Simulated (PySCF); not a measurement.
# AlNH2ClF (SMILES [NH2][Al]([F])[Cl]) at 6 levels

We compute a comparison of 6 runs (BLYP/aug-cc-pVDZ, M06-L/aug-cc-pVDZ, PBE/aug-cc-pVDZ, TPSS/aug-cc-pVDZ, revPBE/aug-cc-pVDZ, CCSD(T)/aug-cc-pVDZ) of AlNH2ClF. 

The results are computed with PySCF 2.14.0.

2 further runs of the same task are left out: 2 set aside as unsound or not needed.

### Step 1. The structure to begin with

AlNH2ClF has 6 atoms, charge 0, and is taken as a singlet. As SMILES, `[NH2][Al]([F])[Cl]`. The N1–H5 distance was set to 1.510 Å, away from the relaxed value. At this shape a bond of the SMILES string is far longer than usual.

Bond lengths: N1–Al2 1.746 Å, Al2–F3 1.641 Å, Al2–Cl4 2.079 Å, N1–H6 1.006 Å. Angles: N1–Al2–F3 119.8°, N1–Al2–Cl4 121.2°, F3–Al2–Cl4 119.0°, Al2–N1–H6 124.3°. A long bond or contact: N1–H5 1.510 Å.

### Step 2. The energy at BLYP/aug-cc-pVDZ (run 1)

Contents of job.py:

```python
from pyscf import gto, dft

mol = gto.M(
    atom=[
    ('N', (-0.291616, 0.643119, -0.351130)),
    ('Al', (-0.026816, -1.078581, -0.233030)),
    ('F', (0.862484, -1.684981, 1.005770)),
    ('Cl', (-0.820416, -2.388881, -1.638930)),
    ('H', (0.246300, 1.661500, 0.624800)),
    ('H', (-0.824416, 1.086519, -1.080230)),
],
    basis='aug-cc-pvdz',
    spin=0,
    charge=0,
    max_memory=1860,
    verbose=4,
)

mf = dft.RKS(mol)
mf.xc = 'blyp'
mf.grids.level = 5
mf.conv_tol = 1e-10
mf.kernel()
if not mf.converged:
    mf = mf.newton().run(mf.mo_coeff, mf.mo_occ)

e_tot = mf.e_tot
print('E(%s) = %.9f' % ('BLYP', e_tot))
```

Run with:

```sh
$ OMP_NUM_THREADS=1 python job.py
```

Log:

```text
PySCF version 2.14.0

[... 80 lines left out ...]
converged SCF energy = -858.529926536396
E(BLYP) = -858.529926536
```

Run time: 28 s. Hardware: 1 thread of Intel Xeon at 2.70GHz, shared host; peak memory 0.65 GiB.

### Step 3. A single-point energy at M06-L/aug-cc-pVDZ (run 2)

Contents of job.py:

```python
from pyscf import gto, dft

system = gto.Mole()
system.atom = '''
N   -0.291616   0.643119  -0.351130
Al  -0.026816  -1.078581  -0.233030
F    0.862484  -1.684981   1.005770
Cl  -0.820416  -2.388881  -1.638930
H    0.246300   1.661500   0.624800
H   -0.824416   1.086519  -1.080230
'''
system.charge = 0
system.verbose = 3
system.max_memory = 1860
system.basis = 'aug-cc-pvdz'
system.spin = 0
system.build()

mf = dft.RKS(system)
mf.xc = 'm06-l'
mf.conv_tol = 1e-10
mf.grids.level = 5
mf.kernel()
if not mf.converged:
    mf = mf.newton().run(mf.mo_coeff, mf.mo_occ)

e_final = mf.e_tot
print('E = %.10f Eh' % e_final)
```

Run with:

```sh
$ OMP_NUM_THREADS=1 python job.py
```

Log:

```text
converged SCF energy = -858.526682709024
E = -858.5266827090 Eh
```

Run time: 41 s. Hardware: 1 thread of Intel Xeon at 2.70GHz, shared host; peak memory 0.68 GiB.

Run 3 isn't shown in full; the table further down has it.

### Step 4. A single-point energy at TPSS/aug-cc-pVDZ (run 4)

Contents of job.py:

```python
from pyscf import gto, dft

mol = gto.M(
    atom='''
N     -0.291616     0.643119    -0.351130
Al    -0.026816    -1.078581    -0.233030
F      0.862484    -1.684981     1.005770
Cl    -0.820416    -2.388881    -1.638930
H      0.246300     1.661500     0.624800
H     -0.824416     1.086519    -1.080230
''',
    max_memory=1860,
    basis='aug-cc-pvdz',
    verbose=3,
)

calc0 = dft.RKS(mol)
calc0.xc = 'tpss'
calc0.conv_tol = 1e-10
calc0.grids.level = 5
calc0.kernel()
if not calc0.converged:
    calc0 = calc0.newton().run(calc0.mo_coeff, calc0.mo_occ)

etot = calc0.e_tot
print('E(%s) = %.9f' % ('TPSS', etot))
```

Run with:

```sh
$ OMP_NUM_THREADS=1 python job.py
```

Log:

```text
converged SCF energy = -858.605270223997
E(TPSS) = -858.605270224
```

Run time: 45 s. Hardware: 1 thread of Intel Xeon at 2.70GHz, shared host; peak memory 0.68 GiB.

Run 5 isn't shown in full; the table further down has it.

### Step 5. The energy at CCSD(T)/aug-cc-pVDZ (run 6)

Contents of input.xyz:

```xyz
6

N     -0.291616     0.643119    -0.351130
Al    -0.026816    -1.078581    -0.233030
F      0.862484    -1.684981     1.005770
Cl    -0.820416    -2.388881    -1.638930
H      0.246300     1.661500     0.624800
H     -0.824416     1.086519    -1.080230
```

Contents of input.py:

```python
from pyscf import gto, cc

system = gto.M(
    atom='input.xyz',
    basis='aug-cc-pvdz',
    max_memory=1860,
    spin=0,
    verbose=3,
    charge=0,
)

hf = system.RHF()
hf.conv_tol = 1e-10
hf.kernel()
if not hf.converged:
    hf = hf.newton().run(hf.mo_coeff, hf.mo_occ)

mycc = cc.CCSD(hf, frozen=12)
mycc.kernel()
e_t = mycc.ccsd_t()
e_final = mycc.e_tot + e_t
print('Final energy', e_final)
```

Run with:

```sh
$ OMP_NUM_THREADS=1 python input.py
```

Log:

```text
converged SCF energy = -856.594406008558
E(CCSD) = -857.2285105814159  E_corr = -0.634104572857717
CCSD(T) correction = -0.018488407347766
Final energy -857.2469989887636
```

It took 70 s on 1 thread of Intel Xeon at 2.70GHz, shared host; peak memory 0.97 GiB.

### Step 6. Overview of the runs

```
run                level  integration grid  frozen core orbitals  energy (Eh)  dipole moment (D) of the reference  HOMO energy (eV)  LUMO energy (eV)  wall time
  1     BLYP/aug-cc-pVDZ                 5                     –  -858.529927                                2.46             -6.40             -3.01       28 s
  2    M06-L/aug-cc-pVDZ                 5                     –  -858.526683                                2.58             -6.62             -2.48       41 s
  3      PBE/aug-cc-pVDZ                 5                     –  -858.066374                                2.53             -6.51             -3.05       28 s
  4     TPSS/aug-cc-pVDZ                 5                     –  -858.605270                                2.49             -6.59             -2.86       45 s
  5   revPBE/aug-cc-pVDZ                 5                     –  -858.362298                                2.48             -6.46             -3.01       28 s
  6  CCSD(T)/aug-cc-pVDZ                 –                    12  -857.246999                                2.60            -11.46              0.48       70 s
```

### Step 7. What came out

```
                                           quantity          value
                                run 6: total energy  -857.24700 Eh
        run 6: dipole moment (Hartree–Fock density)         2.60 D
         run 6: HOMO energy (Hartree–Fock orbitals)      -11.46 eV
         run 6: LUMO energy (Hartree–Fock orbitals)        0.48 eV
       run 6: HOMO–LUMO gap (Hartree–Fock orbitals)       11.94 eV
run 6: correlation energy (12 core orbitals frozen)     -652.6 mEh
                              run 6: (T) correction     -18.49 mEh
                               run 6: T1 diagnostic          0.014
```

Over runs 1, 2, 3, 4, 5 the dipole moment (its size) runs from 2.46 D (BLYP/aug-cc-pVDZ) to 2.58 D (M06-L/aug-cc-pVDZ). Over runs 1, 2, 3, 4, 5 the HOMO–LUMO gap runs from 3.39 eV (BLYP/aug-cc-pVDZ) to 4.15 eV (M06-L/aug-cc-pVDZ). Totals of different functionals can't be ranked against each other. All runs together took 4 min, the longest 70 s.
